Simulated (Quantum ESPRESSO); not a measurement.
Crystal: In3As.

```
In As
1.0
     4.67168    0.00000    0.00000
     0.00000    4.67168    0.00000
     0.00000    0.00000    4.67168
In As
3 1
Direct
  0.50000 0.50000 0.00000
  0.50000 0.00000 0.50000
  0.00000 0.50000 0.50000
  0.00000 0.00000 0.00000
```

The cell comes from a database or a generator and needn't be the stable form of this composition.

* Program: Quantum ESPRESSO 7.5
* Task: single point
* Functional: PBE
* Potentials or basis: SSSP 1.3 efficiency PBE
* Cutoff: 748 eV
* Density cutoff: 5987 eV
* k mesh: 6 × 6 × 6
* Occupations: fermi-dirac, width 0.05 eV
* Spin: no spin polarisation

On this cell: pressure 0.5 GPa; largest force zero by symmetry; band gap on the k mesh none (metal or under the smearing width).

The same run follows on a disturbed copy (atoms moved at random, drawn with an rms of 0.05 Å):

```
In As
1.0
     4.67168    0.00000    0.00000
     0.00000    4.67168    0.00000
     0.00000    0.00000    4.67168
In As
3 1
Direct
  0.50287 0.49799 0.99110
  0.49374 0.98827 0.49555
  0.99021 0.49748 0.51025
  0.99893 0.00834 0.99706
```

Question: What does the disturbed cell give?

Answer: The energy (extrapolated to zero smearing) moves by +1.6 meV/atom; pressure 0.6 GPa; largest force 0.199 eV/Å; band gap on the k mesh none (metal or under the smearing width).

Forces on the atoms (eV/Å):
```
In  -0.079 -0.074  0.167
In  -0.052  0.075 -0.076
In   0.096 -0.072 -0.113
As   0.035  0.071  0.022
```

Stress tensor (GPa, compression positive):
```
 0.61 -0.03 -0.06
-0.03  0.55 -0.04
-0.06 -0.04  0.61
```
